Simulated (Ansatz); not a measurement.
**WHO (quartet): wave-function methods side by side, def2-QZVPP**

The task here is to estimate one member of a computed series from the others.

Program: Ansatz 0.2.0, Gaussian basis. Level of theory: def2-QZVPP, core rule «outside noble gas», up to 5 orbitals frozen. These are calculated values, not measurements.

Plan: UHF; ROHF; CCSD(T) on UHF.

## The system

The geometry is a PBE0/def2-TZVP stationary point (not a proven minimum) of the parent state, kept for this charge and spin. No spin-orbit coupling is included. Elements past krypton take def2 core potentials.

3 atoms, charge 0, spin multiplicity 4.

Atoms are counted from 1 here; the program's logs count them from 0.

Bond lengths: W1–O2 1.921 Å, O2–H3 0.962 Å. Angles: W1–O2–H3 119.2°.

Set-up of the first run:

Input file in.yaml:

```yaml
crystal:
  periodic: [false, false, false]
  atoms:
    - {symbol: W, position_ang: [0.000000, 0.005553, 0.165001]}
    - {symbol: O, position_ang: [0.000000, -0.108057, -1.752846]}
    - {symbol: H, position_ang: [0.000000, 0.702391, -2.271247]}
basis:
  gaussian: {orbitals: "def2-QZVPP.json"}
magnetization: {spin_polarized: true, initial_magnetization: 3}
hamiltonian: {xc: hf}
output: {orbitals: {seedname: orbitals}}
```

Run with:

```
ansatz run in.yaml --threads 1 --pin off --events-out ev --progress --plain --max-ram 2816MiB --backend cpu
```

Among the steps run: UHF; ROHF; CCSD(T) on UHF.

One of the session's tables, all rows but one given; the rest of the session is left out.

It belongs to the step «Misses and costs». 

| method | from UCCSD(T) (meV) |
| --- | --- |
| ROHF | +11955.3 |
| UHF | +11422.2 |
| UMP2 | +948.0 |
| UCCSD | ? |
| UCCSD(T) | 0 |

**Question.** Estimate the row for UCCSD.

As computed: from UCCSD(T) (meV): +584.1. In the column «from UCCSD(T) (meV)» it lies between UCCSD(T) (0) and UMP2 (+948.0).

To keep in mind: The determinant of HF (⟨S²⟩ 4.36) is far from a pure spin state, so its energy mixes those of several spin states; that is harmless only where they are near-degenerate. The determinant of CCSD(T) (⟨S²⟩ 4.36) is far from a pure spin state, so its energy mixes those of several spin states; high orders of coupled cluster remove much of that, low ones don't.
